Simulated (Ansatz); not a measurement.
# AlH4NO2: vertical ionisation energy

The task here is to estimate one member of a computed series from the others.

Computed with Ansatz 0.2.0, Gaussian basis. Level: unrestricted cation, the program's frozen cores in correlated methods.

Plan: UKS PBE-D4/def2-TZVPP; UKS r2SCAN-D4/def2-TZVPP; UKS PBE0-D4/def2-TZVPP; UKS B3LYP-D4/def2-TZVPP; UKS wB97X-V/def2-TZVPP; UKS wB97M-V/def2-TZVPP; UKS B2PLYP/def2-TZVPP; UHF-CCSD(T)/def2-TZVPP; UHF-CCSD(T)/def2-QZVPP; extrapolation to the limit; then −ε(HOMO) from the neutral's earlier runs with LDA (SPW92), PBE-D4, revPBE-D4, BLYP-D4, r2SCAN-D4, B97M-V, PBE0-D4, B3LYP-D4, r2SCANh-D4, r2SCAN0-D4, HSE06-D4, BHLYP-D4, CAM-B3LYP-D4, LC-ωPBE, ωB97X-V, ωB97M-V.

### The relaxed structure

The geometry comes from an earlier relaxation with PBE0-D4 in a triple-zeta def2 set; it is a stationary point, not always the lowest conformer.

8 atoms, charge 0, spin multiplicity 1.

Atoms are counted from 1 here; the program's logs count them from 0.

Bond lengths: N1–Al2 1.760 Å, N1–H5 1.005 Å, N1–H6 1.006 Å, Al2–O3 1.695 Å, Al2–O4 1.692 Å, O3–H7 0.954 Å, O4–H8 0.955 Å. Angles: Al2–N1–H5 126.0°, Al2–N1–H6 123.5°, H5–N1–H6 110.5°, N1–Al2–O3 123.6°, N1–Al2–O4 117.6°, O3–Al2–O4 118.8°, Al2–O3–H7 124.8°, Al2–O4–H8 122.2°.

The first run:

The input, in.yaml:

```yaml
crystal:
  periodic: [false, false, false]
  atoms:
    - {symbol: N, position_ang: [-0.453429, 1.370910, 0.159025]}
    - {symbol: Al, position_ang: [0.021873, -0.314298, -0.015219]}
    - {symbol: O, position_ang: [1.569448, -0.806071, -0.500936]}
    - {symbol: O, position_ang: [-1.140118, -1.496126, 0.324229]}
    - {symbol: H, position_ang: [0.132756, 2.170044, -0.009024]}
    - {symbol: H, position_ang: [-1.372578, 1.661963, 0.447701]}
    - {symbol: H, position_ang: [2.286991, -0.213761, -0.712702]}
    - {symbol: H, position_ang: [-0.952843, -2.429760, 0.251225]}
basis:
  gaussian: {orbitals: def2-TZVPP}
total_charge: 1
magnetization: {spin_polarized: true, initial_magnetization: 1}
hamiltonian: {xc: pbe, dispersion: d4}
```

Launch:

```sh
ansatz run in.yaml --threads 2 --pin off --events-out ev --progress --plain --max-ram 32768MiB --backend cpu
```

Steps of the session up to this table: Cation, UKS PBE-D4/def2-TZVPP; Cation, UKS r2SCAN-D4/def2-TZVPP; Cation, UKS PBE0-D4/def2-TZVPP; Cation, UKS B3LYP-D4/def2-TZVPP; Cation, UKS wB97X-V/def2-TZVPP; Cation, UKS wB97M-V/def2-TZVPP; Cation, UKS B2PLYP (frozen core)/def2-TZVPP; Cation, UHF-CCSD(T)/def2-TZVPP; Cation, UHF-CCSD(T)/def2-QZVPP.

One of the session's tables, all rows but one given; the rest of the session is left out.

It belongs to the step «Ionisation energies side by side». Orbital estimates, from the neutral's runs:

| functional | −ε(HOMO) (eV) |
| --- | --- |
| LDA (SPW92) | 6.07 |
| PBE-D4 | 5.88 |
| revPBE-D4 | ? |
| BLYP-D4 | 5.76 |
| r2SCAN-D4 | 6.19 |
| B97M-V | 6.22 |
| PBE0-D4 | 7.34 |
| B3LYP-D4 | 7.09 |
| r2SCANh-D4 | 6.74 |
| r2SCAN0-D4 | 7.56 |
| HSE06-D4 | 6.93 |
| BHLYP-D4 | 8.71 |
| CAM-B3LYP-D4 | 8.82 |
| LC-ωPBE | 10.28 |
| ωB97X-V | 9.86 |
| ωB97M-V | 9.76 |

Estimate the missing values for revPBE-D4.

The run gave: −ε(HOMO) (eV): 5.81. In the column «−ε(HOMO) (eV)» it lies between BLYP-D4 (5.76) and PBE-D4 (5.88).
